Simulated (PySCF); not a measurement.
# C6H12N2: magnetic properties

Aim: compute the magnetic properties of C6H12N2 (`C=N/N=C(\C)C(C)C`).

Computed with PySCF 2.14.0 and routines of our own; the level stands in each step. Atoms count from 0.

### Step 1. The system as given

20 atoms, charge 0, multiplicity 1; geometry from: GFN2-xTB.

### Step 2. Magnetic properties: GIAO B3LYP/pcSseg-1

Job settings and geometry (Å):

```
{"job": {"kind": "mag", "xc": "B3LYP", "basis": "pcSseg-1", "isotopologues": 2}, "charge": 0, "multiplicity": 1}
C      3.483956     0.557933    -0.619846
N      2.409719     0.142187    -1.136123
N      1.202663     0.503001    -0.866923
C      0.308056    -0.049993    -0.163155
C      0.569018    -1.229223     0.731618
C     -1.082027     0.527585    -0.241962
C     -1.637690     0.830830     1.149713
C     -2.017525    -0.415780    -1.004162
H      4.408004     0.254517    -1.082545
H      3.536054     1.204966     0.254279
H      1.482955    -1.733988     0.422788
H     -0.257468    -1.934180     0.696761
H      0.691549    -0.897430     1.762737
H     -1.006892     1.462507    -0.806097
H     -1.772853    -0.084551     1.720673
H     -0.962590     1.485706     1.696107
H     -2.602427     1.325657     1.064956
H     -2.987564     0.055933    -1.143612
H     -1.602637    -0.651222    -1.981237
H     -2.167447    -1.343775    -0.457006
```

With the program's defaults for keys left out, this is: GIAO B3LYP/pcSseg-1 magnetisability, rotational g tensor and spin-rotation constants, non-relativistic, gas phase.

Launch:

```sh
$ OMP_NUM_THREADS=1 python excited_run.py task.json out
```

This one command runs all jobs of the session in turn.

The program printed:

```text
coarse grid: 16080 points
cycle   1  E = -345.1499689150  dE =  9.474e-01  |g| = 4.856e-01  |ddm| = 3.929e+00
cycle   2  E = -345.1393738262  dE =  1.060e-02  |g| = 5.289e-01  |ddm| = 9.462e-01
cycle   3  E = -345.2110927251  dE = -7.172e-02  |g| = 6.641e-02  |ddm| = 4.932e-01
cycle   4  E = -345.2116538633  dE = -5.611e-04  |g| = 4.387e-02  |ddm| = 7.988e-02
cycle   5  E = -345.2120519388  dE = -3.981e-04  |g| = 1.510e-02  |ddm| = 4.393e-02
cycle   6  E = -345.2120993278  dE = -4.739e-05  |g| = 5.338e-03  |ddm| = 1.721e-02
cycle   7  E = -345.2121057051  dE = -6.377e-06  |g| = 1.340e-03  |ddm| = 5.378e-03
final grid: 153696 points
cycle   8  E = -345.2760008875  dE = -6.189e-05  |g| = 7.752e-03  |ddm| = 3.816e-02
cycle   9  E = -345.2759907335  dE =  1.015e-05  |g| = 1.027e-02  |ddm| = 1.491e-02
cycle  10  E = -345.2760140506  dE = -2.332e-05  |g| = 2.846e-03  |ddm| = 9.077e-03
cycle  11  E = -345.2760158199  dE = -1.769e-06  |g| = 4.145e-04  |ddm| = 2.220e-03
cycle  12  E = -345.2760158563  dE = -3.637e-08  |g| = 1.344e-04  |ddm| = 5.222e-04
cycle  13  E = -345.2760158601  dE = -3.881e-09  |g| = 5.028e-05  |ddm| = 1.827e-04
cycle  14  E = -345.2760158607  dE = -5.457e-10  |g| = 1.413e-05  |ddm| = 5.613e-05
converged SCF energy = -345.2760158607

Magnetisability tensor (1e-30 J/T^2)
    -1112.62        5.37      -44.29
        5.37    -1291.70      -26.77
      -44.29      -26.77    -1273.94
isotropic -1226.09   principal values   -1313.68  -1264.07  -1100.51
isotropic susceptibility -73.837 1e-6 cm^3/mol

Inertial axes            a          b          c
rot. const./GHz      4.0640     1.0968     1.0637
chi total           -66.342    -76.808    -78.361
chi diamagnetic    -434.435  -1242.809  -1278.191
chi paramagnetic    368.093   1166.001   1199.831
quadrupole/D A        4.351     -2.806     -1.545
g nuclear            0.6549     0.5954     0.5948
g electronic        -0.7028    -0.6008    -0.5996
g total             -0.0479    -0.0053    -0.0048

Spin-rotation constants (kHz, H = +C I.J)
atom  isotope        aa         bb         cc
  1    14N        1.395      0.155      0.155
  2    14N        1.210      0.170      0.147
  8     1H        0.283     -0.111     -0.090
  9     1H       -0.352     -0.025     -0.007
 10     1H       -0.060     -0.123     -0.072
 11     1H       -0.131     -0.123     -0.054
 12     1H       -0.453     -0.001     -0.092
 13     1H       -0.390     -0.053     -0.029
 14     1H       -0.414     -0.060     -0.049
 15     1H       -0.276     -0.091     -0.051
 16     1H       -0.034     -0.110     -0.097
 17     1H       -0.040     -0.106     -0.099
 18     1H       -0.284     -0.036     -0.100
 19     1H       -0.411     -0.071     -0.038
  0    13C*       1.481      0.267      0.306
  3    13C*       1.650      0.340      0.321
  4    13C*       0.619      0.153      0.129
  5    13C*       0.766      0.213      0.197
  6    13C*       0.662      0.161      0.170
* in the singly substituted isotopologue

Isotopologues: g along a, b, c
2H    at 8,9,10,11,12,1    -0.0370    -0.0045    -0.0042
13C   at 0                 -0.0478    -0.0052    -0.0047
```

Run time: 35 s. Hardware: 1 thread of Arm Neoverse V1, shared host; peak memory 0.95 GiB.

In short:

| quantity | value |
| --- | --- |
| magnetisability | -1226·10⁻³⁰ J/T² |
| molar susceptibility | -73.8·10⁻⁶ cm³/mol |
| rotational g (a, b, c) | -0.0479, -0.0053, -0.0048 |

### Step 3. Magnetic properties: GIAO BHandHLYP/6-31G

The job, as its differences from that of step 2:

```diff
@@ -1,2 +1,2 @@
-{"job": {"kind": "mag", "xc": "B3LYP", "basis": "pcSseg-1", "isotopologues": 2}, "charge": 0, "multiplicity": 1}
+{"job": {"kind": "mag", "xc": "BHandHLYP", "basis": "6-31G"}, "charge": 0, "multiplicity": 1}
 C      3.483956     0.557933    -0.619846
```

Method: GIAO BHandHLYP/6-31G magnetisability, rotational g tensor and spin-rotation constants, non-relativistic, gas phase.

The program printed:

```text
coarse grid: 16080 points
cycle   1  E = -344.9597487204  dE =  1.388e+00  |g| = 3.220e-01  |ddm| = 4.118e+00
cycle   2  E = -344.9827198698  dE = -2.297e-02  |g| = 2.131e-01  |ddm| = 7.074e-01
cycle   3  E = -344.9930463713  dE = -1.033e-02  |g| = 6.972e-02  |ddm| = 2.567e-01
cycle   4  E = -344.9938607580  dE = -8.144e-04  |g| = 4.253e-02  |ddm| = 9.230e-02
cycle   5  E = -344.9942800157  dE = -4.193e-04  |g| = 2.824e-03  |ddm| = 4.988e-02
cycle   6  E = -344.9942841934  dE = -4.178e-06  |g| = 1.323e-03  |ddm| = 8.492e-03
final grid: 153696 points
cycle   7  E = -344.9563153462  dE = -1.380e-05  |g| = 2.993e-03  |ddm| = 1.651e-02
cycle   8  E = -344.9563162947  dE = -9.486e-07  |g| = 2.445e-03  |ddm| = 6.212e-03
cycle   9  E = -344.9563178263  dE = -1.532e-06  |g| = 4.470e-04  |ddm| = 2.785e-03
cycle  10  E = -344.9563178701  dE = -4.375e-08  |g| = 1.278e-04  |ddm| = 5.455e-04
cycle  11  E = -344.9563178741  dE = -4.059e-09  |g| = 4.775e-05  |ddm| = 1.868e-04
cycle  12  E = -344.9563178747  dE = -6.163e-10  |g| = 9.928e-06  |ddm| = 6.123e-05
converged SCF energy = -344.9563178747

Magnetisability tensor (1e-30 J/T^2)
    -1121.88        9.04      -48.69
        9.04    -1339.68      -27.53
      -48.69      -27.53    -1320.87
isotropic -1260.81   principal values   -1361.50  -1311.32  -1109.61
isotropic susceptibility -75.928 1e-6 cm^3/mol

Inertial axes            a          b          c
rot. const./GHz      4.0640     1.0968     1.0637
chi total           -66.867    -79.652    -81.264
chi diamagnetic    -433.398  -1241.438  -1276.950
chi paramagnetic    366.531   1161.786   1195.686
quadrupole/D A        4.656     -3.068     -1.588
g nuclear            0.6549     0.5954     0.5948
g electronic        -0.6998    -0.5986    -0.5975
g total             -0.0449    -0.0032    -0.0027

Spin-rotation constants (kHz, H = +C I.J)
atom  isotope        aa         bb         cc
  1    14N        1.395      0.137      0.139
  2    14N        1.203      0.150      0.131
  8     1H        0.282     -0.117     -0.096
  9     1H       -0.337     -0.033     -0.015
 10     1H       -0.091     -0.131     -0.081
 11     1H       -0.157     -0.130     -0.062
 12     1H       -0.474     -0.009     -0.100
 13     1H       -0.408     -0.060     -0.036
 14     1H       -0.438     -0.068     -0.055
 15     1H       -0.302     -0.099     -0.059
 16     1H       -0.067     -0.117     -0.104
 17     1H       -0.074     -0.113     -0.105
 18     1H       -0.315     -0.044     -0.106
 19     1H       -0.436     -0.077     -0.046
  0    13C*       1.366      0.227      0.266
  3    13C*       1.519      0.296      0.278
  4    13C*       0.503      0.122      0.101
  5    13C*       0.605      0.171      0.158
  6    13C*       0.525      0.127      0.134
* in the singly substituted isotopologue
```

Wall time 14 s (1 thread of Arm Neoverse V1, shared host); peak memory 0.57 GiB.

Key values:

| quantity | value |
| --- | --- |
| magnetisability | -1261·10⁻³⁰ J/T² |
| molar susceptibility | -75.9·10⁻⁶ cm³/mol |
| rotational g (a, b, c) | -0.0449, -0.0032, -0.0027 |

### Step 4. The levels compared

| level | ξ (10⁻³⁰ J/T²) | g(a) | g(b) | gap (eV) | functions | time |
| --- | --- | --- | --- | --- | --- | --- |
| GIAO B3LYP/pcSseg-1 | -1226 | -0.0479 | -0.0053 | 6.11 | 196 | 35 s |
| GIAO BHandHLYP/6-31G | -1261 | -0.0449 | -0.0032 | 8.95 | 96 | 14 s |

### Step 5. What came out

| quantity | value |
| --- | --- |
| magnetisability (step 2, GIAO B3LYP/pcSseg-1) | -1226·10⁻³⁰ J/T² |
| molar susceptibility (step 2, GIAO B3LYP/pcSseg-1) | -73.8·10⁻⁶ cm³/mol |
| rotational g (a, b, c) (step 2, GIAO B3LYP/pcSseg-1) | -0.0479, -0.0053, -0.0048 |
| magnetisability over the levels | -1261 to -1226·10⁻³⁰ J/T² |

The magnetisability spreads by 2.8 % over 2 levels, from GIAO BHandHLYP/6-31G (14 s) to GIAO B3LYP/pcSseg-1 (35 s); the runs took 14 s to 35 s. Two levels can agree by chance, so this spread shows no convergence. Vibrational averaging and real surroundings are missing from these values.
